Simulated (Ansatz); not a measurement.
# HgH2: the cost of one run

Method: DFT PBE, scalar-relativistic, plane waves, PAW, in Ansatz 0.2.0.

### 1 The starting structure

Symmetry: P4/nmm, No. 129, tetragonal system. The conventional cell has a = 3.560 Å, b = 3.560 Å, c = 5.432 Å, α = 90.00°, β = 90.00°, γ = 90.00°. Hg (site symmetry 4mm) is surrounded by 9 H at 2.34 to 2.52 Å. H (site symmetry -4m2) has 8 H at 2.31 to 2.52 Å and 4 Hg at 2.41 Å as nearest neighbours. H (site symmetry 4mm) has 4 H at 2.31 Å and 5 Hg at 2.34 to 2.52 Å as nearest neighbours.

Coordinates:

```cif
data_structure
_symmetry_space_group_name_H-M 'P 1'
_symmetry_Int_Tables_number 1
_cell_length_a 3.5601
_cell_length_b 3.5601
_cell_length_c 5.4320
_cell_angle_alpha 90.000
_cell_angle_beta 90.000
_cell_angle_gamma 90.000
_cell_volume 68.85
loop_
_atom_site_label
_atom_site_type_symbol
_atom_site_fract_x
_atom_site_fract_y
_atom_site_fract_z
_atom_site_occupancy
Hg1 Hg 0.00000 0.50000 0.70000 1
Hg2 Hg 0.50000 0.00000 0.30000 1
H1 H 0.00000 0.00000 0.00000 1
H2 H 0.50000 0.50000 0.00000 1
H3 H 0.00000 0.50000 0.27000 1
H4 H 0.50000 0.00000 0.73000 1
```

This is candidate A: Cu2Sb type (P4/nmm, No. 129).

(A quick probe on a coarse mesh, which set the mesh and smearing, is not shown.)

### 3 Rough relaxation on the coarse mesh (candidate A)

input.yaml reads:

```yaml
crystal:
  lattice:
    - [3.5600760377, 0.0, 0.0]
    - [0.0, 3.5600760377, 0.0]
    - [0.0, 0.0, 5.4319697258]
  atoms:
    - { symbol: Hg, position: [0.0, 0.5, 0.7] }
    - { symbol: Hg, position: [0.5, 0.0, 0.3] }
    - { symbol: H, position: [0.0, 0.0, 0.0] }
    - { symbol: H, position: [0.5, 0.5, 0.0] }
    - { symbol: H, position: [0.0, 0.5, 0.27] }
    - { symbol: H, position: [0.5, 0.0, 0.73] }
basis:
  ecutwfc: 420
kpoints:
  mp_grid: { grid: [6, 6, 4] }
hamiltonian:
  xc: pbe
scf:
  occupations: { method: gaussian, width: 0.1 }
  lower_state_search: "off"
output:
  forces: true
  stress: true
  eigenvalues: true
relax:
  adjacent_minimum: "off"
  f_tol: 0.04
  max_steps: 70
  cell: { stress_tol: 0.4 }
```

Command:

```
$ ansatz run input.yaml --threads 1 --pin off --max-ram 2560MiB --backend cpu --events-out ev --progress --plain --runs-dir out
```

Q: Estimate wall time and peak memory on 1 thread of Intel Xeon Platinum 8488C (Sapphire Rapids), shared host.

About 60 s, with a peak of 0.42 GiB.
